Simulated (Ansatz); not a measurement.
# ClH2Sb, SMILES [Cl][SbH2]: vertical and adiabatic energies of changing the electron count

Program: Ansatz 0.2.0, Python API.

`clh2sb.xyz`
```text
4

Cl   -1.76380    0.24950   -0.59860
Sb    0.51960   -0.27680   -0.59980
H     0.30400   -1.21720    0.86100
H     0.99580    1.18420    0.31710
```

`adiabatic_clh2sb.py`
```python
# -*- coding: utf-8 -*-
"""Vertical and adiabatic ionisation of ClH2Sb."""

import itertools

import ansatz as az
from ase.data import atomic_numbers, covalent_radii
import numpy as np


def main():
    system = az.Crystal.molecule_from_extxyz("clh2sb.xyz")

    base = (
        system.calculation()
        .basis(gaussian="def2-SVP")
        .functional("pbe")
    )
    symbols = [site.symbol for site in system.cartesian_sites]
    start = np.array([site.position_ang for site in system.cartesian_sites], dtype=float)
    rep = base.relax(force_tolerance=0.01).run().report
    end = np.array(rep["positions_ang"])

    minimum = az.Crystal.molecule()
    for symbol, place in zip(symbols, end):
        minimum = minimum.atom(symbol, place.tolist())
    ion = (
        minimum.calculation()
        .basis(gaussian="def2-SVP")
        .functional("pbe")
        .charge(1)
        .spin("collinear", total=1)
    )
    vertical = ion.run().report
    settled = ion.relax(force_tolerance=0.01, max_steps=80).run().report
    print(f"vertical ionisation energy   {vertical['free_energy_ev'] - rep['free_energy_ev']:.3f} eV")
    print(f"adiabatic, no zero point     {settled['free_energy_ev'] - rep['free_energy_ev']:.3f} eV")
    print(f"relaxation energy of the ion {vertical['free_energy_ev'] - settled['free_energy_ev']:.3f} eV")
    ionised = np.array(settled["positions_ang"])
    # pairs closer than 1.2 times the sum of covalent radii, before or after
    radius = [covalent_radii[atomic_numbers[s]] for s in symbols]
    span = lambda where, i, j: np.linalg.norm(where[i] - where[j])
    bonded = [(i, j) for i, j in itertools.combinations(range(len(symbols)), 2) if min(span(end, i, j), span(ionised, i, j)) < 1.2 * (radius[i] + radius[j])]
    print("pair        before    after (A)")
    for i, j in bonded:
        print(f"{symbols[i]}{i}-{symbols[j]}{j}".ljust(10), f"{span(end, i, j):8.4f} {span(ionised, i, j):8.4f}")


if __name__ == "__main__":
    main()
```

```console
$ python adiabatic_clh2sb.py
vertical ionisation energy   9.629 eV
adiabatic, no zero point     9.370 eV
relaxation energy of the ion 0.258 eV
pair        before    after (A)
Cl0-Sb1      2.4062   2.3197
Sb1-H2       1.7418   1.7242
Sb1-H3       1.7418   1.7242
```

Notes:
- The energies are electronic: no zero-point or thermal terms, and the basis set is short of its limit. The product may relax into another structure. The relaxation finds the nearest minimum, so the adiabatic value is an upper bound.
- def2 sets replace the cores of elements past krypton by effective core potentials.
- The whole script took 23 s on 1 thread of Arm Neoverse V1, on a shared host, peak memory 0.19 GiB.
